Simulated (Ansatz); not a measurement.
# CH5BF2Si: up Jacob's ladder to CCSD(T)

An exercise on one series of results from a longer session: the logs are not shown, and one member is left open.

The runs use Ansatz 0.2.0, Gaussian basis; functionals in def2-TZVPP, the program's frozen cores in correlated methods.

Levels to be run: LDA (SPW92), PBE-D4, revPBE-D4, BLYP-D4, r2SCAN-D4, B97M-V, PBE0-D4, B3LYP-D4, r2SCANh-D4, r2SCAN0-D4, HSE06-D4, BHLYP-D4, CAM-B3LYP-D4, LC-ωPBE, ωB97X-V, ωB97M-V, B2PLYP, PBE-QIDH; CCSD(T)/def2-SVP; CCSD(T)/def2-TZVPP; MP2/def2-QZVPP; extrapolation to the limit; RPA on PBE.

**The relaxed structure**

An earlier PBE0-D4 in a triple-zeta def2 set relaxation fixed the geometry.

SMILES `BC(F)[SiH2]F`, 10 atoms, charge 0, spin multiplicity 1.

Atoms are counted from 1 here; the program's logs count them from 0.

Bond lengths: B1–C2 1.525 Å, B1–H6 1.196 Å, B1–H7 1.193 Å, C2–F3 1.398 Å, C2–Si4 1.916 Å, C2–H8 1.099 Å, Si4–F5 1.598 Å, Si4–H9 1.479 Å, Si4–H10 1.481 Å. Angles: C2–B1–H6 117.1°, C2–B1–H7 121.7°, H6–B1–H7 121.0°, B1–C2–F3 116.8°, B1–C2–Si4 106.6°, B1–C2–H8 113.9°, F3–C2–Si4 105.9°, F3–C2–H8 108.9°, Si4–C2–H8 103.6°, C2–Si4–F5 108.1°, C2–Si4–H9 107.7°, C2–Si4–H10 112.2°, F5–Si4–H9 109.3°, F5–Si4–H10 108.4°, H9–Si4–H10 111.1°.

The first run:

in.yaml

```yaml
crystal:
  periodic: [false, false, false]
  atoms:
    - {symbol: B, position_ang: [-0.143311, -1.018886, -1.145754]}
    - {symbol: C, position_ang: [-0.246156, -0.701590, 0.342194]}
    - {symbol: F, position_ang: [0.576306, -1.435615, 1.201702]}
    - {symbol: Si, position_ang: [0.281300, 1.128464, 0.547850]}
    - {symbol: F, position_ang: [-0.916352, 2.050592, 0.030237]}
    - {symbol: H, position_ang: [-0.892328, -0.441666, -1.878636]}
    - {symbol: H, position_ang: [0.704393, -1.739541, -1.575816]}
    - {symbol: H, position_ang: [-1.274258, -0.719872, 0.730658]}
    - {symbol: H, position_ang: [0.500069, 1.374408, 1.989791]}
    - {symbol: H, position_ang: [1.493438, 1.452707, -0.239227]}
basis:
  gaussian: {orbitals: def2-TZVPP}
hamiltonian: {xc: lda}
output: {orbitals: {seedname: orbitals}}
```

Among the steps run: LDA; PBE-D4 (GGA); revPBE-D4 (GGA); BLYP-D4 (GGA); r2SCAN-D4 (meta-GGA); B97M-V (meta-GGA); PBE0-D4 (hybrid); B3LYP-D4 (hybrid); r2SCANh-D4 (hybrid); r2SCAN0-D4 (hybrid); HSE06-D4 (hybrid); BHLYP-D4 (hybrid); CAM-B3LYP-D4 (range-separated); LC-ωPBE (range-separated); ωB97X-V (range-separated); ωB97M-V (range-separated); B2PLYP (double hybrid); PBE-QIDH (double hybrid).

One of the session's tables, all rows but one given; the rest of the session is left out.

It belongs to the step «Frontier levels by functional». 

```
  functional  HOMO (eV)  LUMO (eV)  gap (eV)
 LDA (SPW92)      -7.40      -3.04      4.36
      PBE-D4          ?          ?         ?
   revPBE-D4      -7.16      -2.63      4.53
     BLYP-D4      -7.13      -2.61      4.53
   r2SCAN-D4      -7.53      -2.40      5.13
      B97M-V      -7.69      -2.53      5.16
     PBE0-D4      -8.69      -1.79      6.89
    B3LYP-D4      -8.47      -2.02      6.45
  r2SCANh-D4      -8.07      -2.07      6.00
  r2SCAN0-D4      -8.88      -1.58      7.30
    HSE06-D4      -8.28      -2.18      6.10
    BHLYP-D4     -10.05      -0.79      9.26
CAM-B3LYP-D4     -10.10      -0.72      9.39
     LC-ωPBE     -11.41       0.48     11.89
     ωB97X-V     -11.07       0.39     11.45
     ωB97M-V     -10.96       0.13     11.09
```

**Question.** Estimate the row for PBE-D4.

As computed: HOMO (eV): -7.23; LUMO (eV): -2.75; gap (eV): 4.48. In the column «HOMO (eV)» it lies between LDA (SPW92) (-7.40) and revPBE-D4 (-7.16).
